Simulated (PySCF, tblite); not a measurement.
# C₄H₆BCl₂Si radical: geometry, infrared bands and EPR parameters

Wanted: the infrared bands and EPR parameters of C₄H₆BCl₂Si radical (`[H]/[C]=C\[SiH2]/C=C\B(Cl)Cl`), by calculation.

The runs use tblite 0.8.0 and PySCF 2.14.0, with density-fitted response routines of our own; the level of theory stands in each step. All values are computed, except where a source is named. Atoms are numbered from 0 throughout.

## (1) The starting structure

14 atoms, charge 0, multiplicity 2; geometry from: force field or distance geometry start.

Bonds of the start (Å): C0–C1 1.35, C1–Si2 1.83, Si2–C3 1.85, C3–C4 1.31, C4–B5 1.55, B5–Cl6 1.84, B5–Cl7 1.86, C0–H8 1.08, C1–H9 1.09, Si2–H10 1.49, Si2–H11 1.46, C3–H12 1.10, C4–H13 1.10.

## (2) Optimising the geometry with GFN2-xTB

The job: settings as JSON, then the geometry in Å.

```
{"job": {"kind": "relax", "xc": "GFN2-xTB", "basis": "xTB"}, "charge": 0, "multiplicity": 2}
C      2.727100    -0.246800     1.836900
C      1.787100     0.219700     0.993500
Si     0.069900    -0.420200     0.970700
C     -0.457200    -0.990700    -0.705300
C     -1.060700    -0.223300    -1.585900
B     -1.408800     1.272900    -1.352400
Cl    -2.520000     1.786700     0.019000
Cl    -1.281300     2.393300    -2.833400
H      2.454400    -1.030100     2.533500
H      2.060600     1.013200     0.297900
H      0.081800    -1.644100     1.816400
H     -0.844400     0.559500     1.548200
H     -0.280800    -2.039400    -0.999500
H     -1.328300    -0.651300    -2.561800
```

Run with:

```
$ OMP_NUM_THREADS=1 python probes_run.py task.json out
```

The driver reads the jobs from task.json and runs them one after another.

**Question.** This job is followed by: GFN2-xTB harmonic vibrations, gas phase; UKS B3LYP, pcH-1 on B C Cl H Si, non-relativistic, mean-field spin-orbit, GIAO. Predict these results of the whole session: strongest single infrared mode (GFN2-xTB); zero-point energy (GFN2-xTB); g(iso) (B3LYP); ⟨S²⟩; largest a(iso) (averaged by class); surface potential, 1st and 99th percentile.

The runs gave:

| quantity | value |
| --- | --- |
| strongest single infrared mode (GFN2-xTB) | 1506 cm⁻¹, 492 km/mol |
| zero-point energy (GFN2-xTB) | 50.9 kcal/mol |
| g(iso) (B3LYP) | 2.00209 |
| ⟨S²⟩ | 0.759 (exact 0.75) |
| largest a(iso) (averaged by class) | 13C on C0, 204.6 MHz |
| surface potential, 1st and 99th percentile | -0.64 V and 1.22 V |

What this shows: Over 98 steps the energy fell by 0.983 eV; of the close pairs, C1–Si2 changed most, 1.833 to 1.993 Å. All 36 modes are real, so the xTB geometry is a minimum. The strongest single mode, at 1506 cm⁻¹, moves mainly C4 and C3. GFN2-xTB is a fitted tight-binding method: band positions and strengths are rough. Its intensities can rank the bands wrongly. Most of the unpaired spin sits on C0 (0.92 e). The isotropic g lies 0.2 ppt below the free-electron value.
